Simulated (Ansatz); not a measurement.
# Sr2AlBiO6: the cost of one run

Computed with Ansatz 0.2.0 (DFT PBE, scalar-relativistic, plane waves, PAW, unless a step's input says otherwise).

### 1 The system as given

Symmetry: Fm-3m, No. 225, cubic system. Conventional cell: a = 8.064 Å, b = 8.064 Å, c = 8.064 Å, α = 90.00°, β = 90.00°, γ = 90.00°. Sr (site symmetry -43m) is surrounded by 12 O at 2.85 Å. Al (site symmetry m-3m) has 6 O at 1.92 Å in its first shell of neighbours. Around Bi (site symmetry m-3m) lie 6 O at 2.11 Å. O (site symmetry 4mm) is surrounded by 1 Al at 1.92 Å and 1 Bi at 2.11 Å and 4 Sr at 2.85 Å.

As a file:

```xyz
10
Lattice="0.0000 4.0318 4.0318 4.0318 0.0000 4.0318 4.0318 4.0318 0.0000" Properties=species:S:1:pos:R:3 pbc="T T T"
Sr    2.0159    2.0159    2.0159
Sr    6.0477    6.0477    6.0477
Al    0.0000    0.0000    0.0000
Bi    4.0318    4.0318    4.0318
O     1.9244    4.0318    4.0318
O     6.1392    4.0318    4.0318
O     4.0318    1.9244    4.0318
O     4.0318    6.1392    4.0318
O     4.0318    4.0318    1.9244
O     4.0318    4.0318    6.1392
```

The structure comes from the Materials Project (structure only).

### 2 Ground state at the listed geometry

The input, input.yaml:

```yaml
crystal:
  lattice:
    - [0.0, 4.03180606, 4.03180606]
    - [4.03180606, 0.0, 4.03180606]
    - [4.03180606, 4.03180606, 0.0]
  atoms:
    - { symbol: Sr, position: [0.25, 0.25, 0.25] }
    - { symbol: Sr, position: [0.75, 0.75, 0.75] }
    - { symbol: Al, position: [0.0, 0.0, 0.0] }
    - { symbol: Bi, position: [0.5, 0.5, 0.5] }
    - { symbol: O, position: [0.76135023, 0.23864977, 0.23864977] }
    - { symbol: O, position: [0.23864977, 0.76135023, 0.76135023] }
    - { symbol: O, position: [0.23864977, 0.76135023, 0.23864977] }
    - { symbol: O, position: [0.76135023, 0.23864977, 0.76135023] }
    - { symbol: O, position: [0.23864977, 0.23864977, 0.76135023] }
    - { symbol: O, position: [0.76135023, 0.76135023, 0.23864977] }
basis:
  ecutwfc: 420
  fft_grid_basis: typed
kpoints:
  mp_grid: { grid: [6, 6, 6] }
hamiltonian:
  xc: pbe
  pseudopotentials: { kind: paw }
scf:
  occupations: { method: gaussian, width: 0.05 }
output:
  forces: true
  stress: true
  eigenvalues: true
  bader: true
  write_density: true
  volumetric_format: npy
  elf: true
```

The run is started by

```sh
ansatz run input.yaml --threads 2 --pin off --max-ram 4096MiB --backend cpu --events-out ev --progress --plain --runs-dir out
```

Q: Estimate wall time and peak memory on 2 threads of AMD EPYC (Zen 3), shared host.

About 92 s, with a peak of 0.49 GiB.
